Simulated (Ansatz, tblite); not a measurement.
**Sn26H30 bond sphere (Sn₂₆H₃₀): one state, many levels**

How do method and basis change the picture of Sn26H30 bond sphere (Sn₂₆H₃₀) (singlet)?

The runs use Ansatz 0.2.0, Gaussian basis; as each input shows.

The runs, in order: GFN1-xTB, GFN2-xTB, PBE-D4/def2-SVP, r2SCAN-D4/def2-SVP, LDA/def2-SVP, PBE0-D4/def2-TZVP, PBE-D4/def2-TZVP, MP2/def2-SVP.

1 further run of the same task is left out (set aside as unsound or not needed). Runs told in other sessions of the task aren't counted.

## Step 1: The geometry

The singlet was relaxed beforehand with PBE-D4/def2-SVP.

56 atoms, charge 0, spin multiplicity 1.

Bond lengths: Sn1–Sn14 2.825 Å, Sn1–Sn15 2.828 Å, Sn1–Sn17 2.830 Å, Sn1–H27 1.747 Å, Sn2–Sn14 2.822 Å, Sn2–Sn16 2.821 Å, Sn2–Sn18 2.826 Å, Sn2–H28 1.746 Å, Sn3–Sn14 2.822 Å, Sn3–Sn19 2.822 Å, Sn3–H29 1.738 Å, Sn3–H30 1.739 Å, Sn4–Sn17 2.830 Å, Sn4–Sn19 2.826 Å, Sn4–Sn20 2.825 Å, Sn4–H31 1.746 Å, Sn5–Sn18 2.825 Å, Sn5–Sn19 2.822 Å and more. Angles: Sn14–Sn1–Sn15 110.8°, Sn14–Sn1–Sn17 109.4°, Sn14–Sn1–H27 109.1°, Sn15–Sn1–Sn17 110.2°, Sn15–Sn1–H27 108.8°, Sn17–Sn1–H27 108.4°, Sn14–Sn2–Sn16 110.9°, Sn14–Sn2–Sn18 108.9°, Sn14–Sn2–H28 108.6°, Sn16–Sn2–Sn18 109.6°, Sn16–Sn2–H28 109.9°, Sn18–Sn2–H28 108.9°, Sn14–Sn3–Sn19 109.0°, Sn14–Sn3–H29 110.4°, Sn14–Sn3–H30 110.1°, Sn19–Sn3–H29 109.7°, Sn19–Sn3–H30 110.5°, H29–Sn3–H30 107.1° and more.

Sn takes a core potential in the def2 sets. No spin-orbit coupling is included.

PBE0-D4/def2-SVP was run before; its log isn't repeated, and its numbers join the tables.

## Step 2: GFN1-xTB

Tight binding, by tblite at 300 K electronic temperature and without a spin-polarisation term:

```python
tblite.interface.Calculator('GFN1-xTB', numbers, positions, charge=0, uhf=0).singlepoint()
```

Energy -2232.1483 eV, HOMO -10.24 eV, LUMO -9.25 eV; 0.53 s.

## Step 3: GFN2-xTB

Tight binding, by tblite at 300 K electronic temperature and without a spin-polarisation term:

```python
tblite.interface.Calculator('GFN2-xTB', numbers, positions, charge=0, uhf=0).singlepoint()
```

Energy -1923.6209 eV, HOMO -10.66 eV, LUMO -10.12 eV; 1.2 s.

## Step 4: PBE-D4/def2-SVP

start.molden holds the orbitals of an earlier run on this state, given as this run's starting guess.

in.yaml reads:

```yaml
crystal:
  periodic: [false, false, false]
  atoms:
    - {symbol: Sn, position_ang: [-2.410701, -2.448950, -0.845557]}
    - {symbol: Sn, position_ang: [-2.465403, 0.784052, -4.076482]}
    - {symbol: Sn, position_ang: [-5.731859, 0.814612, -0.814943]}
    - {symbol: Sn, position_ang: [-2.443698, 0.852890, 2.420646]}
    - {symbol: Sn, position_ang: [-2.434510, 4.098450, -0.808767]}
    - {symbol: Sn, position_ang: [0.815946, -2.428146, -4.109481]}
    - {symbol: Sn, position_ang: [0.807105, -5.734404, -0.816540]}
    - {symbol: Sn, position_ang: [0.841018, -2.412605, 2.461401]}
    - {symbol: Sn, position_ang: [4.067134, -2.481382, -0.776815]}
    - {symbol: Sn, position_ang: [0.822339, 0.818416, -0.820025]}
    - {symbol: Sn, position_ang: [0.798939, 4.086467, 2.451567]}
    - {symbol: Sn, position_ang: [4.108903, 0.807971, 2.427907]}
    - {symbol: Sn, position_ang: [0.823920, 0.828547, 5.730070]}
    - {symbol: Sn, position_ang: [-4.094798, -0.823582, -2.426740]}
    - {symbol: Sn, position_ang: [-0.776439, -4.085666, -2.472116]}
    - {symbol: Sn, position_ang: [-0.829048, -0.807785, -5.733472]}
    - {symbol: Sn, position_ang: [-0.810066, -0.809318, 0.815209]}
    - {symbol: Sn, position_ang: [-0.847239, 2.427585, -2.442936]}
    - {symbol: Sn, position_ang: [-4.092051, 2.462421, 0.784485]}
    - {symbol: Sn, position_ang: [-0.808077, 2.442239, 4.088192]}
    - {symbol: Sn, position_ang: [-0.813410, 5.733330, 0.823623]}
    - {symbol: Sn, position_ang: [2.446744, -0.853154, -2.424450]}
    - {symbol: Sn, position_ang: [2.412522, -4.103080, 0.834672]}
    - {symbol: Sn, position_ang: [2.469918, -0.775199, 4.091813]}
    - {symbol: Sn, position_ang: [5.728426, -0.837835, 0.803247]}
    - {symbol: Sn, position_ang: [2.439058, 2.443228, 0.839700]}
    - {symbol: H, position_ang: [-3.393866, -3.471854, 0.173206]}
    - {symbol: H, position_ang: [-3.493575, 1.798301, -5.056819]}
    - {symbol: H, position_ang: [-6.749902, -0.160739, 0.201482]}
    - {symbol: H, position_ang: [-6.778936, 1.779900, -1.812592]}
    - {symbol: H, position_ang: [-3.453132, -0.167235, 3.415813]}
    - {symbol: H, position_ang: [-3.438927, 5.101125, -1.824875]}
    - {symbol: H, position_ang: [1.828748, -3.428808, -5.119273]}
    - {symbol: H, position_ang: [-0.229600, -6.744871, 0.145677]}
    - {symbol: H, position_ang: [1.812971, -6.788889, -1.765461]}
    - {symbol: H, position_ang: [-0.187510, -3.385840, 3.483845]}
    - {symbol: H, position_ang: [5.044410, -3.513447, -1.790139]}
    - {symbol: H, position_ang: [1.812197, 5.076457, 3.471375]}
    - {symbol: H, position_ang: [5.126346, 1.818092, 3.423672]}
    - {symbol: H, position_ang: [-0.160608, -0.191295, 6.736176]}
    - {symbol: H, position_ang: [1.783908, 1.820043, 6.787775]}
    - {symbol: H, position_ang: [-5.092986, -1.838073, -3.437276]}
    - {symbol: H, position_ang: [-1.799416, -5.073579, -3.484682]}
    - {symbol: H, position_ang: [-1.800827, -1.795514, -6.783691]}
    - {symbol: H, position_ang: [0.149141, 0.209703, -6.747979]}
    - {symbol: H, position_ang: [0.167121, 3.418523, -3.462502]}
    - {symbol: H, position_ang: [-5.084558, 3.477548, 1.799833]}
    - {symbol: H, position_ang: [-1.819748, 3.459462, 5.082792]}
    - {symbol: H, position_ang: [-1.801035, 6.772193, 1.807751]}
    - {symbol: H, position_ang: [0.186248, 6.761743, -0.158178]}
    - {symbol: H, position_ang: [3.483672, 0.158464, -3.399839]}
    - {symbol: H, position_ang: [3.427267, -5.102186, 1.844200]}
    - {symbol: H, position_ang: [3.484743, -1.790189, 5.085109]}
    - {symbol: H, position_ang: [6.793807, -1.799268, 1.784570]}
    - {symbol: H, position_ang: [6.728547, 0.143725, -0.225251]}
    - {symbol: H, position_ang: [3.430850, 3.457403, -0.178923]}
basis:
  gaussian: {orbitals: def2-SVP, fitting: {mean_field: def2-universal-jkfit}, initial_orbitals: start.molden}
hamiltonian: {xc: pbe, dispersion: d4}
scf: {omitted_lower_state_checks: [starts]}
output: {forces: true, orbitals: {seedname: orbitals}}
```

Launch:

```console
$ ansatz run in.yaml --threads 11 --pin off --events-out ev --progress --plain --max-ram 174080MiB --backend cuda --devices 0, --max-vram 75GiB
```

Log, shortened:

```text
Functional definition: PBE
  name "PBE"
  cite "Perdew, Burke & Ernzerhof, Phys. Rev. Lett. 77, 3865 (1996) doi:10.1103/PhysRevLett.77.3865"
  parent pbe
[...]
6208 factors; integrals over basis functions are off by at most 3.3e-1 eV
[...]
mean field -152120.16035660 eV, -5590.3127823568 hartree, gradient 2.5e-5 eV, S^2 0.000000; 0 other end points of the search recorded, 0 dependent functions left out
[...]
reference -152120.16050368 eV, -5590.3127877620 hartree; 301, 301 occupied and 525, 525 virtual orbitals, 6208 factors
Total energy: -152124.95382315 eV, -5590.4889390036 hartree
Atom 0 at    -2.410701    -2.448950    -0.845557 Å, force    -0.008100    -0.009746    -0.000410 eV/Å
Atom 1 at    -2.465403     0.784052    -4.076482 Å, force    -0.008073    -0.000961    -0.000970 eV/Å
Atom 2 at    -5.731859     0.814612    -0.814943 Å, force     0.002386     0.002883     0.001456 eV/Å
Atom 3 at    -2.443698     0.852890     2.420646 Å, force    -0.003436    -0.005584     0.006387 eV/Å
Atom 4 at    -2.434510     4.098450    -0.808767 Å, force    -0.005655     0.008519     0.003742 eV/Å
Atom 5 at     0.815946    -2.428146    -4.109481 Å, force    -0.010912    -0.003629    -0.007012 eV/Å
Atom 6 at     0.807105    -5.734404    -0.816540 Å, force    -0.006898     0.003150    -0.001765 eV/Å
Atom 7 at     0.841018    -2.412605     2.461401 Å, force    -0.003619    -0.004222     0.005002 eV/Å
[...]
Atom 40 at     1.783908     1.820043     6.787775 Å, force     0.003722     0.001466    -0.002295 eV/Å
Atom 41 at    -5.092986    -1.838073    -3.437276 Å, force     0.003645    -0.002621    -0.000426 eV/Å
Atom 42 at    -1.799416    -5.073579    -3.484682 Å, force    -0.001671     0.002029     0.003419 eV/Å
Atom 43 at    -1.800827    -1.795514    -6.783691 Å, force    -0.002263    -0.005376     0.000766 eV/Å
Atom 44 at     0.149141     0.209703    -6.747979 Å, force     0.006770     0.001719    -0.004651 eV/Å
Atom 45 at     0.167121     3.418523    -3.462502 Å, force    -0.000241    -0.002666     0.004393 eV/Å
Atom 46 at    -5.084558     3.477548     1.799833 Å, force     0.001051    -0.001273     0.003582 eV/Å
Atom 47 at    -1.819748     3.459462     5.082792 Å, force    -0.002262    -0.001926    -0.002354 eV/Å
Atom 48 at    -1.801035     6.772193     1.807751 Å, force    -0.006875    -0.001088     0.002684 eV/Å
Atom 49 at     0.186248     6.761743    -0.158178 Å, force     0.003099     0.001858    -0.009835 eV/Å
Atom 50 at     3.483672     0.158464    -3.399839 Å, force    -0.008725     0.002597    -0.002844 eV/Å
Atom 51 at     3.427267    -5.102186     1.844200 Å, force    -0.003330     0.001175     0.004011 eV/Å
Atom 52 at     3.484743    -1.790189     5.085109 Å, force    -0.003388    -0.005323    -0.000867 eV/Å
Atom 53 at     6.793807    -1.799268     1.784570 Å, force    -0.001742    -0.004402     0.006874 eV/Å
Atom 54 at     6.728547     0.143725    -0.225251 Å, force     0.005384     0.007765    -0.001966 eV/Å
Atom 55 at     3.430850     3.457403    -0.178923 Å, force    -0.001621    -0.004616    -0.001973 eV/Å
Dipole moment:    -0.001672    -0.001541     0.000573 e Å
Checks for a lower state left out: starts
```

Run time: 7.5 s. Hardware: 1 × H100 with 11 threads of AMD EPYC 7R13, shared host; peak host memory 1.7 GiB.

Report: HOMO -5.66 eV, LUMO -2.97 eV.

## Step 5: r2SCAN-D4/def2-SVP

in.yaml, as its differences from that of step 4:

```diff
@@ -61,4 +61,4 @@
   gaussian: {orbitals: def2-SVP, fitting: {mean_field: def2-universal-jkfit}, initial_orbitals: start.molden}
-hamiltonian: {xc: pbe, dispersion: d4}
+hamiltonian: {xc: r2scan, dispersion: d4}
 scf: {omitted_lower_state_checks: [starts]}
-output: {forces: true, orbitals: {seedname: orbitals}}
+output: {orbitals: {seedname: orbitals}}
```

Launched as before.

Log:

```text
Functional definition: r2SCAN
  name "r2SCAN"
  cite "Furness, Kaplan, Ning, Perdew & Sun, J. Phys. Chem. Lett. 11, 8208 (2020) doi:10.1021/acs.jpclett.0c02405"
  cite "Furness, Kaplan, Ning, Perdew & Sun, J. Phys. Chem. Lett. 11, 9248 (2020) doi:10.1021/acs.jpclett.0c03077"
  parent r2scan
  parameter k0 = 0.174
  parameter k1 = 0.065
  parameter a1 = 4.9479
  exchange = r2scan_x(k0 = k0, k1 = k1, a1 = a1)
  correlation = r2scan_c
these checks for a lower state are left out or cut short: starts
6208 factors; integrals over basis functions are off by at most 3.3e-1 eV
mean field evaluation 1: about -152181.0394 eV, gradient 1.1e1 eV
mean field evaluation 2: about -152181.4048 eV, gradient 3.7e-1 eV
mean field evaluation 4: about -152181.4307 eV, gradient 1.2e-3 eV
mean field -152181.43068914 eV, -5592.5644255473 hartree, gradient 2.0e-5 eV, S^2 0.000000; 0 other end points of the search recorded, 0 dependent functions left out
reference -152181.43073154 eV, -5592.5644271055 hartree; 301, 301 occupied and 525, 525 virtual orbitals, 6208 factors
Total energy: -152182.75366638 eV, -5592.6130440643 hartree
Checks for a lower state left out: starts
```

Wall time 8 s (1 × H100 with 11 threads of AMD EPYC 7R13, shared host); peak host memory 1.6 GiB.

From the report: HOMO -5.88 eV, LUMO -2.83 eV.

## Step 6: LDA/def2-SVP

in.yaml, as its differences from that of step 5:

```diff
@@ -61,3 +61,3 @@
   gaussian: {orbitals: def2-SVP, fitting: {mean_field: def2-universal-jkfit}, initial_orbitals: start.molden}
-hamiltonian: {xc: r2scan, dispersion: d4}
+hamiltonian: {xc: lda}
 scf: {omitted_lower_state_checks: [starts]}
```

Launched as before.

Log:

```text
Functional definition: SPW92
  name "SPW92"
  cite "Dirac, Proc. Camb. Phil. Soc. 26, 376 (1930) doi:10.1017/S0305004100016108"
  cite "Slater, Phys. Rev. 81, 385 (1951) doi:10.1103/PhysRev.81.385"
  cite "Perdew & Wang, Phys. Rev. B 45, 13244 (1992) doi:10.1103/PhysRevB.45.13244"
  exchange = slater_x
  correlation = pw_c
these checks for a lower state are left out or cut short: starts
6208 factors; integrals over basis functions are off by at most 3.3e-1 eV
mean field evaluation 1: about -151881.0854 eV, gradient 3.0e1 eV
mean field evaluation 2: about -151883.8288 eV, gradient 2.0e0 eV
mean field evaluation 4: about -151883.8538 eV, gradient 6.3e-2 eV
mean field -151883.85380638 eV, -5581.6286768107 hartree, gradient 4.0e-5 eV, S^2 0.000000; 0 other end points of the search recorded, 0 dependent functions left out
reference -151883.85394310 eV, -5581.6286818350 hartree; 301, 301 occupied and 525, 525 virtual orbitals, 6208 factors
Total energy: -151883.85394310 eV, -5581.6286818350 hartree
Checks for a lower state left out: starts
```

Run time: 5.5 s. Hardware: 1 × H100 with 11 threads of AMD EPYC 7R13, shared host; peak host memory 1.6 GiB.

From the report: HOMO -5.78 eV, LUMO -3.17 eV.

## Step 7: PBE0-D4/def2-TZVP

in.yaml, as its differences from that of step 6:

```diff
@@ -60,4 +60,4 @@
 basis:
-  gaussian: {orbitals: def2-SVP, fitting: {mean_field: def2-universal-jkfit}, initial_orbitals: start.molden}
-hamiltonian: {xc: lda}
+  gaussian: {orbitals: def2-TZVP, fitting: {mean_field: def2-universal-jkfit}, initial_orbitals: start.molden}
+hamiltonian: {xc: pbe0, dispersion: d4}
 scf: {omitted_lower_state_checks: [starts]}
```

Launched as before.

Log:

```text
Functional definition: PBE0
  name "PBE0"
  cite "Adamo & Barone, J. Chem. Phys. 110, 6158 (1999) doi:10.1063/1.478522"
  cite "Perdew, Burke & Ernzerhof, Phys. Rev. Lett. 77, 3865 (1996) doi:10.1103/PhysRevLett.77.3865"
  parent pbe
  parameter a = 0.25
  parameter kappa = 0.804
  parameter beta = 0.06672455060314922
  exchange = (1 - a)*pbe_x(kappa = kappa, mu = beta*pi^2/3) + a*exact_x
  correlation = pbe_c(beta = beta)
these checks for a lower state are left out or cut short: starts
6208 factors; integrals over basis functions are off by at most 6.1e-1 eV
mean field evaluation 1: about -152131.0195 eV, gradient 4.4e1 eV
mean field evaluation 2: about -152133.2786 eV, gradient 1.9e0 eV
mean field evaluation 4: about -152133.2759 eV, gradient 6.7e-2 eV
mean field -152133.27594509 eV, -5590.7947713438 hartree, gradient 6.6e-5 eV, S^2 0.000000; 0 other end points of the search recorded, 0 dependent functions left out
reference -152133.27609466 eV, -5590.7947768407 hartree; 301, 301 occupied and 1179, 1179 virtual orbitals, 6208 factors
Total energy: -152137.75723750 eV, -5590.9594558023 hartree
Checks for a lower state left out: starts
```

Run time: 17 s. Hardware: 1 × H100 with 11 threads of AMD EPYC 7R13, shared host; peak host memory 1.8 GiB.

HOMO -6.48 eV, LUMO -2.35 eV.

## Step 8: PBE-D4/def2-TZVP

in.yaml, as its differences from that of step 7:

```diff
@@ -61,3 +61,3 @@
   gaussian: {orbitals: def2-TZVP, fitting: {mean_field: def2-universal-jkfit}, initial_orbitals: start.molden}
-hamiltonian: {xc: pbe0, dispersion: d4}
+hamiltonian: {xc: pbe, dispersion: d4}
 scf: {omitted_lower_state_checks: [starts]}
```

Launched as before.

Log:

```text
Functional definition: PBE
  name "PBE"
  cite "Perdew, Burke & Ernzerhof, Phys. Rev. Lett. 77, 3865 (1996) doi:10.1103/PhysRevLett.77.3865"
  parent pbe
  parameter kappa = 0.804
  parameter beta = 0.06672455060314922
  exchange = pbe_x(kappa = kappa, mu = beta*pi^2/3)
  correlation = pbe_c(beta = beta)
these checks for a lower state are left out or cut short: starts
6208 factors; integrals over basis functions are off by at most 6.1e-1 eV
mean field evaluation 1: about -152121.5934 eV, gradient 5.4e1 eV
mean field evaluation 2: about -152125.2247 eV, gradient 3.4e0 eV
mean field evaluation 4: about -152125.2721 eV, gradient 1.1e-1 eV
mean field evaluation 8: about -152125.2722 eV, gradient 1.2e-5 eV
mean field -152125.27219147 eV, -5590.5006388237 hartree, gradient 1.2e-5 eV, S^2 0.000000; 0 other end points of the search recorded, 0 dependent functions left out
reference -152125.27239126 eV, -5590.5006461657 hartree; 301, 301 occupied and 1179, 1179 virtual orbitals, 6208 factors
Total energy: -152130.06571073 eV, -5590.6767974072 hartree
Checks for a lower state left out: starts
```

Wall time 11 s (1 × H100 with 11 threads of AMD EPYC 7R13, shared host); peak host memory 1.8 GiB.

HOMO -5.72 eV, LUMO -3.09 eV.

## Step 9: MP2/def2-SVP

in.yaml, as its differences from that of step 8:

```diff
@@ -60,4 +60,4 @@
 basis:
-  gaussian: {orbitals: def2-TZVP, fitting: {mean_field: def2-universal-jkfit}, initial_orbitals: start.molden}
-hamiltonian: {xc: pbe, dispersion: d4}
+  gaussian: {orbitals: def2-SVP, initial_orbitals: start.molden}
+correlation: {method: mp2}
 scf: {omitted_lower_state_checks: [starts]}
```

Launched as before.

Log:

```text
Functional definition: HF
  name "HF"
  cite "Fock, Z. Phys. 61, 126 (1930) doi:10.1007/BF01340294"
  parent pbe
  exchange = exact_x
  correlation = 0
these checks for a lower state are left out or cut short: starts
10422 factors; integrals over basis functions are off by at most 4.3e-4 eV
mean field evaluation 1: about -151426.8512 eV, gradient 3.9e1 eV
mean field evaluation 2: about -151433.2661 eV, gradient 4.2e0 eV
mean field evaluation 4: about -151433.4962 eV, gradient 6.3e-1 eV
mean field evaluation 8: about -151433.4967 eV, gradient 2.2e-5 eV
mean field -151433.49666992 eV, -5565.0783573088 hartree, gradient 6.2e-7 eV, S^2 0.000000; 0 other end points of the search recorded, 0 dependent functions left out
104 core orbitals not correlated: weight in the atoms' cores, before any rotation towards them, 1.000 or more for the frozen orbitals, at most 0.000 for the correlated occupied ones
reference -151433.49666992 eV, -5565.0783573088 hartree; 197, 197 occupied and 525, 525 virtual orbitals, 10422 factors
second order -78.81212491 eV of doubles, -0.00000000 eV of singles
Total energy: -151512.30879483 eV, -5567.9746494786 hartree
Checks for a lower state left out: starts
```

Wall time 18 s (1 × H100 with 11 threads of AMD EPYC 7R13, shared host); peak host memory 2.6 GiB.

From the report: Hartree-Fock HOMO -8.11 eV, LUMO 0.61 eV.

## Step 10: Levels side by side

```
             level  functions  HOMO (eV)  LUMO (eV)  gap (eV)   time
      LDA/def2-SVP        826      -5.78      -3.17      2.61  5.5 s
   PBE-D4/def2-SVP        826      -5.66      -2.97      2.69  7.5 s
  PBE-D4/def2-TZVP       1480      -5.72      -3.09      2.63   11 s
r2SCAN-D4/def2-SVP        826      -5.88      -2.83      3.06    8 s
  PBE0-D4/def2-SVP        826      -6.46      -2.28      4.18   14 s
 PBE0-D4/def2-TZVP       1480      -6.48      -2.35      4.13   17 s
```

The pieces so far (eV):

```
   basis            HF  MP2 correlation               total
def2-SVP  -151433.4967         -78.8121  -151512.3088 (MP2)
```

## Step 11: Binding energy

Free atoms were run apart at each level; binding is atoms less cluster, divided by the number of atoms, without zero-point or spin-orbit terms.

```
             level  binding an atom (eV)
       HF/def2-SVP                 1.633
      LDA/def2-SVP                 2.922
   PBE-D4/def2-SVP                 2.520
  PBE-D4/def2-TZVP                 2.529
r2SCAN-D4/def2-SVP                 2.508
  PBE0-D4/def2-SVP                 2.514
 PBE0-D4/def2-TZVP                 2.528
      MP2/def2-SVP                 2.331
```

## Step 12: Summary of results

| quantity | value |
| --- | --- |
| gap in def2-SVP, named functionals, smallest and largest | 2.61 eV (LDA), 4.18 eV (PBE0-D4) |
| correlation energy, MP2/def2-SVP | -78.81 eV |
| binding an atom, functionals in def2-SVP | 2.51 (r2SCAN-D4) to 2.92 eV (LDA) |
| PBE0 total energy, smallest basis above largest | 4.48 eV (def2-SVP, def2-TZVP) |

**Reading.** Over the named functionals in def2-SVP the gap runs from 2.61 eV (LDA) to 4.18 eV (PBE0-D4); exact exchange widens it.

The slowest run with a step of its own, MP2/def2-SVP, took 18 s; the quickest functional in def2-SVP took 5.5 s (shared host).
